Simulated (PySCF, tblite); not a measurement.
**C5H12AlClO2: geometry, infrared bands and NMR shifts**

Aim: predict the infrared bands and NMR shifts of C5H12AlClO2 (`CC[O+](CC(C)=O)[AlH2-][Cl]`).

Computed with tblite 0.8.0 and PySCF 2.14.0, with density-fitted response routines of our own, on a single molecule in the gas phase. Atoms are numbered from 0 throughout.

## (1) Starting geometry

21 atoms, charge 0, multiplicity 1; geometry from: force field or distance geometry start.

Bonds of the start (Å): C0–C1 1.53, C1–O2 1.36, O2–C3 1.32, C3–C4 1.47, C4–C5 1.50, C4–O6 1.25, O2–Al7 1.81, Al7–Cl8 2.20, C0–H9 1.13, C0–H10 1.11, C0–H11 1.13, C1–H12 1.07, C1–H13 1.11, C3–H14 1.13, C3–H15 1.13, C5–H16 1.11, C5–H17 1.11, C5–H18 1.13, Al7–H19 1.60, Al7–H20 1.62.

## (2) Geometry optimisation with GFN2-xTB

The job: settings as JSON, then the geometry in Å.

```
{"job": {"kind": "relax", "xc": "GFN2-xTB", "basis": "xTB"}, "charge": 0, "multiplicity": 1}
C     -1.978300    -0.958500    -0.162100
C     -1.237500     0.046500    -1.043900
O     -0.350200     0.706200    -0.252300
C      0.612600     0.083800     0.411500
C      1.596600    -0.696200    -0.352900
C      2.730600    -1.449600     0.279700
O      1.461500    -0.702800    -1.598800
Al    -0.806700     2.379700     0.280300
Cl    -1.336200     2.316500     2.419000
H     -2.960000    -1.215400    -0.669100
H     -1.391200    -1.892800    -0.055000
H     -2.200000    -0.545200     0.861700
H     -0.855700    -0.490800    -1.889000
H     -1.984700     0.790300    -1.406600
H      0.185200    -0.592700     1.214300
H      1.180900     0.857800     1.015900
H      2.794600    -2.488500    -0.095400
H      3.683200    -0.893400     0.196800
H      2.484500    -1.532300     1.380900
H      0.422200     3.373500     0.055800
H     -2.060400     2.920800    -0.591400
```

Command:

```sh
> OMP_NUM_THREADS=1 python probes_run.py task.json out
```

One launch serves the whole session: the jobs run in the order shown.

**Question.** This job is followed by: GFN2-xTB harmonic vibrations, gas phase; GIAO PBE0/pcSseg-1 NMR shielding, non-relativistic, gas phase. Predict these results of the whole session: strongest single infrared mode (GFN2-xTB); zero-point energy (GFN2-xTB); ¹³C shifts against TMS (PBE0/pcSseg-1); ¹H shifts against TMS (PBE0/pcSseg-1, means over atoms taken as alike); ¹⁷O shifts against H2O (PBE0/pcSseg-1); ²⁷Al shifts against AlH4- (PBE0/pcSseg-1); ³⁵Cl shifts against HCl (PBE0/pcSseg-1); surface potential, 1st and 99th percentile.

The runs gave:

| quantity | value |
| --- | --- |
| strongest single infrared mode (GFN2-xTB) | 682 cm⁻¹, 602 km/mol |
| zero-point energy (GFN2-xTB) | 99.3 kcal/mol |
| ¹³C shifts against TMS (PBE0/pcSseg-1) | 208.1, 70.5, 69.6, 27.8, 13.7 ppm |
| ¹H shifts against TMS (PBE0/pcSseg-1, means over atoms taken as alike) | 4.94, 4.74, 4.06, 2.17, 1.38 ppm |
| ¹⁷O shifts against H2O (PBE0/pcSseg-1) | 667.7, 48.5 ppm |
| ²⁷Al shifts against AlH4- (PBE0/pcSseg-1) | 82.3 ppm |
| ³⁵Cl shifts against HCl (PBE0/pcSseg-1) | -36 ppm |
| surface potential, 1st and 99th percentile | -1.13 V and 1.87 V |

In words: Over 150 steps the energy fell by 1.190 eV; of the close pairs, Al7–Cl8 changed most, 2.204 to 2.056 Å. All 57 modes are real, so the xTB geometry is a minimum. The strongest single mode, at 682 cm⁻¹, moves mainly H19 and H20. Unscaled tight-binding wavenumbers are off by several per cent, some by more. Its intensities can rank the bands wrongly. The most deshielded carbon is C4 (ketone carbonyl carbon), at 208.1 ppm: low-lying n→π* states of the double bond to the heteroatom give a large paramagnetic term (-273 ppm). H12, H13 (mean) (hydrogen on an sp3 CH2 bonded to O) lies farthest downfield among hydrogen, at 4.94 ppm; its carbon carries O, which withdraws density. At PBE0/pcSseg-1: The widest tensor belongs to O6: span 1291 ppm, with a paramagnetic part of -735 ppm. At PBE0/pcSseg-1, counted by nearest atom on the grid, the HOMO lies on H19, H20 about 34 % each; Cl8 22 %, the LUMO on C4 46 %; O6 31 %.
